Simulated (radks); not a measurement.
# Filling a parabolic well with ω = 0.41 hartree*, with a point charge of +1 at the centre: electrons 1 to 7

Aim: add electrons one at a time to a parabolic well with ω = 0.41 hartree*, with a point charge of +1 at the centre, try the lowest free levels for each, keep the configuration of least energy, and see where shells close.

Program: radks, version 2. Model: non-relativistic spin-polarised Kohn-Sham, PBEsol, spherically averaged shells. All values are calculated.

## Step 1: What is given

* well: a parabolic well with ω = 0.41 hartree*, with a point charge of +1 at the centre
* functional: PBEsol
* levels: named by radial order: 1s, 1p, 1d, 2s, 1f and so on
* units: effective atomic units, hartree* and bohr*
* configuration carried in: none

The runs follow, count by count.

## Step 2: Electron number 1

Trying: add 1s up. Settings of this run:

```ini
kind = parabolic
xc = PBESOL
omega = 0.41  # hartree
z = 1  # e
electrons = 1
background = 0  # e
configuration = 1s(up 1, down 0)
```

Launch:

```
python run_model.py task.json out
```

task.json names the series; the program runs every candidate in turn, and a move starts from the lowest state found so far. In the records, mag is the spin moment and err the last SCF error; their hartree and bohr are effective units.

Results of the run (chosen fields of its result record, rounded):

```text
{
  "status": "converged",
  "energy_total [hartree]": -0.303768036,
  "energy_kinetic [hartree]": 0.737363,
  "energy_external [hartree]": -1.059783,
  "energy_hartree [hartree]": 0.3906935,
  "energy_xc [hartree]": -0.3720415,
  "energy_background [hartree]": 0.0,
  "orbitals [level, occupation, hartree, mean radius in bohr]": [
    ["1s up", 1, -0.0234889, 1.17592]
  ],
  "r2_mean [bohr^2]": 1.750764,
  "mag [bohr magneton]": 1,
  "err": 2.4e-11
}
```

The series goes on from 1s(up 1, down 0).

## Step 3: 2 electrons

Trying: add 1s down. Settings of this run:

```ini
kind = parabolic
xc = PBESOL
omega = 0.41  # hartree
z = 1  # e
electrons = 2
background = 0  # e
configuration = 1s2
```

Results of the run (chosen fields of its result record, rounded):

```text
{
  "status": "converged",
  "energy_total [hartree]": 0.0764369518,
  "energy_kinetic [hartree]": 1.081382,
  "energy_external [hartree]": -1.664004,
  "energy_hartree [hartree]": 1.331663,
  "energy_xc [hartree]": -0.6726048,
  "energy_background [hartree]": 0.0,
  "orbitals [level, occupation, hartree, mean radius in bohr]": [
    ["1s up", 1, 0.604078, 1.37579],
    ["1s down", 1, 0.604078, 1.37579]
  ],
  "r2_mean [bohr^2]": 2.378087,
  "mag [bohr magneton]": 0,
  "err": 4.4e-10
}
```

Trying: add 1p up. Changed: configuration = 1s(up 1, down 0) 1p(up 1, down 0).

Result:

```text
{
  "status": "converged",
  "energy_total [hartree]": 0.625428983,
  "energy_kinetic [hartree]": 1.227444,
  "energy_external [hartree]": -1.028687,
  "energy_hartree [hartree]": 1.051776,
  "energy_xc [hartree]": -0.6251035,
  "energy_background [hartree]": 0.0,
  "orbitals [level, occupation, hartree, mean radius in bohr]": [
    ["1s up", 1, 0.396653, 1.26696],
    ["1p up", 1, 1.08883, 2.19575]
  ],
  "r2_mean [bohr^2]": 3.710791,
  "mag [bohr magneton]": 2,
  "err": 1.3e-09
}
```

| candidate | configuration | above the lowest (hartree*) |
| --- | --- | --- |
| add 1s down | 1s2 | lowest |
| add 1p up | 1s(up 1, down 0) 1p(up 1, down 0) | 0.549 |

Lowest: 1s2.

## Step 4: Electron number 3

Trying: add 1p up. Settings of this run:

```ini
kind = parabolic
xc = PBESOL
omega = 0.41  # hartree
z = 1  # e
electrons = 3
background = 0  # e
configuration = 1s2 1p(up 1, down 0)
```

Results of the run (chosen fields of its result record, rounded):

```text
{
  "status": "converged",
  "energy_total [hartree]": 1.42127113,
  "energy_kinetic [hartree]": 1.46881,
  "energy_external [hartree]": -1.45274,
  "energy_hartree [hartree]": 2.319197,
  "energy_xc [hartree]": -0.9139963,
  "energy_background [hartree]": 0.0,
  "orbitals [level, occupation, hartree, mean radius in bohr]": [
    ["1s up", 1, 0.97073, 1.48272],
    ["1p up", 1, 1.49209, 2.39539],
    ["1s down", 1, 1.00225, 1.43294]
  ],
  "r2_mean [bohr^2]": 3.900238,
  "mag [bohr magneton]": 1,
  "err": 2.5e-10
}
```

Trying: add 2s up. Changed: configuration = 1s2 2s(up 1, down 0).

Result:

```text
{
  "status": "converged",
  "energy_total [hartree]": 1.64955525,
  "energy_kinetic [hartree]": 1.731137,
  "energy_external [hartree]": -1.463032,
  "energy_hartree [hartree]": 2.305174,
  "energy_xc [hartree]": -0.9237236,
  "energy_background [hartree]": 0.0,
  "orbitals [level, occupation, hartree, mean radius in bohr]": [
    ["1s up", 1, 0.969893, 1.47298],
    ["2s up", 1, 1.70144, 2.57107],
    ["1s down", 1, 1.00532, 1.4952]
  ],
  "r2_mean [bohr^2]": 4.544855,
  "mag [bohr magneton]": 1,
  "err": 9.6e-10
}
```

| candidate | configuration | above the lowest (hartree*) |
| --- | --- | --- |
| add 1p up | 1s2 1p(up 1, down 0) | lowest |
| add 2s up | 1s2 2s(up 1, down 0) | 0.228 |

Kept: 1s2 1p(up 1, down 0).

From the same record, its empty bound levels (hartree) and its density (bohr, e/bohr³):

```text
empty: [["1d up", 1.8856], ["2s up", 1.734], ["1f up", 2.276], ["1p down", 1.5513], ["1d down", 1.9441], ["2s down", 1.7746], ["1f down", 2.328]]
r: [0.079, 0.2775, 0.476, 0.6745, 0.873, 1.072, 1.27, 1.469, 1.667, 1.866, 2.064, 2.263, 2.461, 2.66, 2.858, 3.057, 3.255, 3.454, 3.652, 3.851]
n: [0.491, 0.3329, 0.2293, 0.1611, 0.1155, 0.08434, 0.06278, 0.0473, 0.03598, 0.02738, 0.02077, 0.01555, 0.01146, 0.008244, 0.005782, 0.00393, 0.002598, 0.001663, 0.001036, 0.0006239]
```

## Step 5: N = 4

Trying: add 1p up. Settings of this run:

```ini
kind = parabolic
xc = PBESOL
omega = 0.41  # hartree
z = 1  # e
electrons = 4
background = 0  # e
configuration = 1s2 1p(up 2, down 0)
```

Results of the run (chosen fields of its result record, rounded):

```text
{
  "status": "converged",
  "energy_total [hartree]": 3.0655445,
  "energy_kinetic [hartree]": 1.811355,
  "energy_external [hartree]": -1.141817,
  "energy_hartree [hartree]": 3.593565,
  "energy_xc [hartree]": -1.197558,
  "energy_background [hartree]": 0.0,
  "orbitals [level, occupation, hartree, mean radius in bohr]": [
    ["1s up", 1, 1.32773, 1.56598],
    ["1p up", 2, 1.79631, 2.49928],
    ["1s down", 1, 1.37619, 1.48407]
  ],
  "r2_mean [bohr^2]": 4.911676,
  "mag [bohr magneton]": 2,
  "err": 1.1e-09
}
```

Trying: add 1p down. Changed: configuration = 1s2 1p(up 1, down 1).

Result:

```text
{
  "status": "converged",
  "energy_total [hartree]": 3.10749346,
  "energy_kinetic [hartree]": 1.795969,
  "energy_external [hartree]": -1.119796,
  "energy_hartree [hartree]": 3.581739,
  "energy_xc [hartree]": -1.150418,
  "energy_background [hartree]": 0.0,
  "orbitals [level, occupation, hartree, mean radius in bohr]": [
    ["1s up", 1, 1.34435, 1.53349],
    ["1p up", 1, 1.82675, 2.5046],
    ["1s down", 1, 1.34435, 1.53349],
    ["1p down", 1, 1.82675, 2.5046]
  ],
  "r2_mean [bohr^2]": 4.946852,
  "mag [bohr magneton]": 0,
  "err": 1.3e-09
}
```

Trying: add 2s up. Changed: configuration = 1s2 1p(up 1, down 0) 2s(up 1, down 0).

Result:

```text
{
  "status": "converged",
  "energy_total [hartree]": 3.28613573,
  "energy_kinetic [hartree]": 2.072003,
  "energy_external [hartree]": -1.160194,
  "energy_hartree [hartree]": 3.568072,
  "energy_xc [hartree]": -1.193746,
  "energy_background [hartree]": 0.0,
  "orbitals [level, occupation, hartree, mean radius in bohr]": [
    ["1s up", 1, 1.3216, 1.56459],
    ["1p up", 1, 1.78646, 2.53068],
    ["2s up", 1, 2.00038, 2.59552],
    ["1s down", 1, 1.38366, 1.56221]
  ],
  "r2_mean [bohr^2]": 5.387861,
  "mag [bohr magneton]": 2,
  "err": 4.9e-10
}
```

Trying: move 1p up to 1p down: the same state as a run above.

| candidate | configuration | above the lowest (hartree*) |
| --- | --- | --- |
| add 1p up | 1s2 1p(up 2, down 0) | lowest |
| add 1p down | 1s2 1p(up 1, down 1) | 0.0419 |
| add 2s up | 1s2 1p(up 1, down 0) 2s(up 1, down 0) | 0.221 |
| move 1p up to 1p down | 1s2 1p(up 1, down 1) | 0.0419 |

Kept: 1s2 1p(up 2, down 0).

## Step 6: N = 5

Trying: add 1p up. Settings of this run:

```ini
kind = parabolic
xc = PBESOL
omega = 0.41  # hartree
z = 1  # e
electrons = 5
background = 0  # e
configuration = 1s2 1p(up 3, down 0)
```

Results of the run (chosen fields of its result record, rounded):

```text
{
  "status": "converged",
  "energy_total [hartree]": 5.01191075,
  "energy_kinetic [hartree]": 2.11177,
  "energy_external [hartree]": -0.7246309,
  "energy_hartree [hartree]": 5.124017,
  "energy_xc [hartree]": -1.499245,
  "energy_background [hartree]": 0.0,
  "orbitals [level, occupation, hartree, mean radius in bohr]": [
    ["1s up", 1, 1.6676, 1.6406],
    ["1p up", 3, 2.09502, 2.59698],
    ["1s down", 1, 1.72787, 1.53103]
  ],
  "r2_mean [bohr^2]": 5.723624,
  "mag [bohr magneton]": 3,
  "err": 2.3e-10
}
```

Trying: add 1p down. Changed: configuration = 1s2 1p(up 2, down 1).

Result:

```text
{
  "status": "converged",
  "energy_total [hartree]": 5.07853626,
  "energy_kinetic [hartree]": 2.090264,
  "energy_external [hartree]": -0.6907811,
  "energy_hartree [hartree]": 5.104083,
  "energy_xc [hartree]": -1.42503,
  "energy_background [hartree]": 0.0,
  "orbitals [level, occupation, hartree, mean radius in bohr]": [
    ["1s up", 1, 1.67826, 1.61328],
    ["1p up", 2, 2.11523, 2.60377],
    ["1s down", 1, 1.69684, 1.58109],
    ["1p down", 1, 2.14662, 2.60465]
  ],
  "r2_mean [bohr^2]": 5.771189,
  "mag [bohr magneton]": 1,
  "err": 9.1e-10
}
```

Trying: add 2s up. Changed: configuration = 1s2 1p(up 2, down 0) 2s(up 1, down 0).

Result:

```text
{
  "status": "converged",
  "energy_total [hartree]": 5.22196328,
  "energy_kinetic [hartree]": 2.369019,
  "energy_external [hartree]": -0.7503227,
  "energy_hartree [hartree]": 5.091111,
  "energy_xc [hartree]": -1.487844,
  "energy_background [hartree]": 0.0,
  "orbitals [level, occupation, hartree, mean radius in bohr]": [
    ["1s up", 1, 1.661, 1.64461],
    ["1p up", 2, 2.08414, 2.6188],
    ["2s up", 1, 2.29104, 2.63599],
    ["1s down", 1, 1.73978, 1.62366]
  ],
  "r2_mean [bohr^2]": 6.094532,
  "mag [bohr magneton]": 3,
  "err": 7.7e-10
}
```

Trying: move 1p up to 1p down: the same state as a run above.

| candidate | configuration | above the lowest (hartree*) |
| --- | --- | --- |
| add 1p up | 1s2 1p(up 3, down 0) | lowest |
| add 1p down | 1s2 1p(up 2, down 1) | 0.0666 |
| add 2s up | 1s2 1p(up 2, down 0) 2s(up 1, down 0) | 0.210 |
| move 1p up to 1p down | 1s2 1p(up 2, down 1) | 0.0666 |

The series goes on from 1s2 1p(up 3, down 0).

## Step 7: 6 electrons

Trying: add 1p down. Settings of this run:

```ini
kind = parabolic
xc = PBESOL
omega = 0.41  # hartree
z = 1  # e
electrons = 6
background = 0  # e
configuration = 1s2 1p(up 3, down 1)
```

Results of the run (chosen fields of its result record, rounded):

```text
{
  "status": "converged",
  "energy_total [hartree]": 7.33639775,
  "energy_kinetic [hartree]": 2.353055,
  "energy_external [hartree]": -0.1609206,
  "energy_hartree [hartree]": 6.862167,
  "energy_xc [hartree]": -1.717904,
  "energy_background [hartree]": 0.0,
  "orbitals [level, occupation, hartree, mean radius in bohr]": [
    ["1s up", 1, 1.99814, 1.6847],
    ["1p up", 3, 2.39936, 2.69672],
    ["1s down", 1, 2.03037, 1.62549],
    ["1p down", 1, 2.45213, 2.70037]
  ],
  "r2_mean [bohr^2]": 6.487997,
  "mag [bohr magneton]": 2,
  "err": 2e-09
}
```

Trying: add 2s up. Changed: configuration = 1s2 1p(up 3, down 0) 2s(up 1, down 0).

Result:

```text
{
  "status": "converged",
  "energy_total [hartree]": 7.45171098,
  "energy_kinetic [hartree]": 2.630416,
  "energy_external [hartree]": -0.2349051,
  "energy_hartree [hartree]": 6.850767,
  "energy_xc [hartree]": -1.794567,
  "energy_background [hartree]": 0.0,
  "orbitals [level, occupation, hartree, mean radius in bohr]": [
    ["1s up", 1, 1.98519, 1.71877],
    ["1p up", 3, 2.37386, 2.70731],
    ["2s up", 1, 2.57187, 2.67886],
    ["1s down", 1, 2.07593, 1.6813]
  ],
  "r2_mean [bohr^2]": 6.735612,
  "mag [bohr magneton]": 4,
  "err": 1e-09
}
```

Trying: add 2s down. Changed: configuration = 1s2 1p(up 3, down 0) 2s(up 0, down 1).

Result:

```text
{
  "status": "converged",
  "energy_total [hartree]": 7.50281754,
  "energy_kinetic [hartree]": 2.613537,
  "energy_external [hartree]": -0.1961358,
  "energy_hartree [hartree]": 6.825615,
  "energy_xc [hartree]": -1.740198,
  "energy_background [hartree]": 0.0,
  "orbitals [level, occupation, hartree, mean radius in bohr]": [
    ["1s up", 1, 2.0088, 1.77525],
    ["1p up", 3, 2.38312, 2.69005],
    ["1s down", 1, 2.03513, 1.62925],
    ["2s down", 1, 2.60738, 2.77054]
  ],
  "r2_mean [bohr^2]": 6.765841,
  "mag [bohr magneton]": 2,
  "err": 1.4e-09
}
```

Trying: move 1p up to 1p down. Changed: configuration = 1s2 1p(up 2, down 2).

Result:

```text
{
  "status": "converged",
  "energy_total [hartree]": 7.36229565,
  "energy_kinetic [hartree]": 2.346064,
  "energy_external [hartree]": -0.1483355,
  "energy_hartree [hartree]": 6.853989,
  "energy_xc [hartree]": -1.689422,
  "energy_background [hartree]": 0.0,
  "orbitals [level, occupation, hartree, mean radius in bohr]": [
    ["1s up", 1, 2.01113, 1.6583],
    ["1p up", 2, 2.421, 2.70033],
    ["1s down", 1, 2.01113, 1.6583],
    ["1p down", 2, 2.421, 2.70033]
  ],
  "r2_mean [bohr^2]": 6.504416,
  "mag [bohr magneton]": 0,
  "err": 1.5e-09
}
```

| candidate | configuration | above the lowest (hartree*) |
| --- | --- | --- |
| add 1p down | 1s2 1p(up 3, down 1) | lowest |
| add 2s up | 1s2 1p(up 3, down 0) 2s(up 1, down 0) | 0.115 |
| add 2s down | 1s2 1p(up 3, down 0) 2s(up 0, down 1) | 0.166 |
| move 1p up to 1p down | 1s2 1p(up 2, down 2) | 0.0259 |

Lowest: 1s2 1p(up 3, down 1).

From the same record, its empty bound levels (hartree) and its density (bohr, e/bohr³):

```text
empty: [["1d up", 2.7119], ["2s up", 2.5913], ["1f up", 3.0387], ["1d down", 2.7632], ["2s down", 2.6261], ["1f down", 3.0848]]
r: [0.1019, 0.3579, 0.6139, 0.87, 1.126, 1.382, 1.638, 1.894, 2.15, 2.406, 2.662, 2.918, 3.174, 3.43, 3.686, 3.942, 4.198, 4.454, 4.71, 4.966]
n: [0.3771, 0.2328, 0.1519, 0.1064, 0.08027, 0.06449, 0.05395, 0.04582, 0.03864, 0.03179, 0.02519, 0.01904, 0.01363, 0.009198, 0.005829, 0.003471, 0.001947, 0.001031, 0.0005157, 0.000243]
```

## Step 8: Electron number 7

Trying: add 1p down. Settings of this run:

```ini
kind = parabolic
xc = PBESOL
omega = 0.41  # hartree
z = 1  # e
electrons = 7
background = 0  # e
configuration = 1s2 1p(up 3, down 2)
```

Results of the run (chosen fields of its result record, rounded):

```text
{
  "status": "converged",
  "energy_total [hartree]": 9.91942993,
  "energy_kinetic [hartree]": 2.578431,
  "energy_external [hartree]": 0.4897911,
  "energy_hartree [hartree]": 8.823799,
  "energy_xc [hartree]": -1.972591,
  "energy_background [hartree]": 0.0,
  "orbitals [level, occupation, hartree, mean radius in bohr]": [
    ["1s up", 1, 2.31394, 1.72677],
    ["1p up", 3, 2.69237, 2.78953],
    ["1s down", 1, 2.32792, 1.70056],
    ["1p down", 2, 2.71418, 2.79272]
  ],
  "r2_mean [bohr^2]": 7.168143,
  "mag [bohr magneton]": 1,
  "err": 7.9e-10
}
```

Trying: add 2s up. Changed: configuration = 1s2 1p(up 3, down 1) 2s(up 1, down 0).

Result:

```text
{
  "status": "converged",
  "energy_total [hartree]": 10.0543091,
  "energy_kinetic [hartree]": 2.84189,
  "energy_external [hartree]": 0.4295972,
  "energy_hartree [hartree]": 8.796565,
  "energy_xc [hartree]": -2.013744,
  "energy_background [hartree]": 0.0,
  "orbitals [level, occupation, hartree, mean radius in bohr]": [
    ["1s up", 1, 2.30087, 1.76243],
    ["1p up", 3, 2.6671, 2.80253],
    ["2s up", 1, 2.84604, 2.7416],
    ["1s down", 1, 2.36415, 1.78423],
    ["1p down", 1, 2.72718, 2.7887]
  ],
  "r2_mean [bohr^2]": 7.387973,
  "mag [bohr magneton]": 3,
  "err": 1.8e-09
}
```

Trying: add 2s down. Changed: configuration = 1s2 1p(up 3, down 1) 2s(up 0, down 1).

Result:

```text
{
  "status": "converged",
  "energy_total [hartree]": 10.081317,
  "energy_kinetic [hartree]": 2.835566,
  "energy_external [hartree]": 0.4490938,
  "energy_hartree [hartree]": 8.782728,
  "energy_xc [hartree]": -1.986071,
  "energy_background [hartree]": 0.0,
  "orbitals [level, occupation, hartree, mean radius in bohr]": [
    ["1s up", 1, 2.32762, 1.83424],
    ["1p up", 3, 2.67704, 2.78288],
    ["1s down", 1, 2.32916, 1.70994],
    ["1p down", 1, 2.70863, 2.82626],
    ["2s down", 1, 2.86699, 2.78996]
  ],
  "r2_mean [bohr^2]": 7.403103,
  "mag [bohr magneton]": 1,
  "err": 1.2e-09
}
```

| candidate | configuration | above the lowest (hartree*) |
| --- | --- | --- |
| add 1p down | 1s2 1p(up 3, down 2) | lowest |
| add 2s up | 1s2 1p(up 3, down 1) 2s(up 1, down 0) | 0.135 |
| add 2s down | 1s2 1p(up 3, down 1) 2s(up 0, down 1) | 0.162 |

Kept: 1s2 1p(up 3, down 2).

## Step 9: Trends over these counts

| N | configuration | unpaired | chemical potential (hartree*) | addition energy (hartree*) | rms radius (bohr*) |
| --- | --- | --- | --- | --- | --- |
| 1 | 1s(up 1, down 0) | 1 | -0.3038 | 0.684 | 1.32 |
| 2 | 1s2 | 0 | 0.3802 | 0.965 | 1.54 |
| 3 | 1s2 1p(up 1, down 0) | 1 | 1.345 | 0.299 | 1.97 |
| 4 | 1s2 1p(up 2, down 0) | 2 | 1.644 | 0.302 | 2.22 |
| 5 | 1s2 1p(up 3, down 0) | 3 | 1.946 | 0.378 | 2.39 |
| 6 | 1s2 1p(up 3, down 1) | 2 | 2.324 | 0.259 | 2.55 |
| 7 | 1s2 1p(up 3, down 2) | 1 | 2.583 | - | 2.68 |

Chemical potential E(N) - E(N-1); addition energy E(N+1) + E(N-1) - 2E(N).

Density of N = 7:

r (bohr*), 4πr² × density and a bar:
```
     0.11       0.05 
     0.51       0.56 ######
     0.91       1.03 ###########
     1.32       1.49 ################
     1.72       2.00 ######################
     2.12       2.47 ############################
     2.53       2.68 ##############################
     2.93       2.51 ############################
     3.34       1.98 ######################
     3.74       1.31 ##############
     4.14       0.72 ########
     4.55       0.34 ###
     4.95       0.13 #
     5.36       0.05
```

## Step 10: Outcome

```
               quantity                                    value
     closed shells at N                                        2
largest addition energy  0.965 hartree* at N = 2 (of N = 1 to 6)
most unpaired electrons                               3 at N = 5
 configuration at N = 7                     1s2 1p(up 3, down 2)
```

**Reading.** All occupied shells are full at N = 2, and the second difference peaks there. The largest moment in range is 3, first at N = 5: exchange favours parallel spins in open shells. Spherical averaging forbids deformation, and the greedy search can miss a lower configuration.
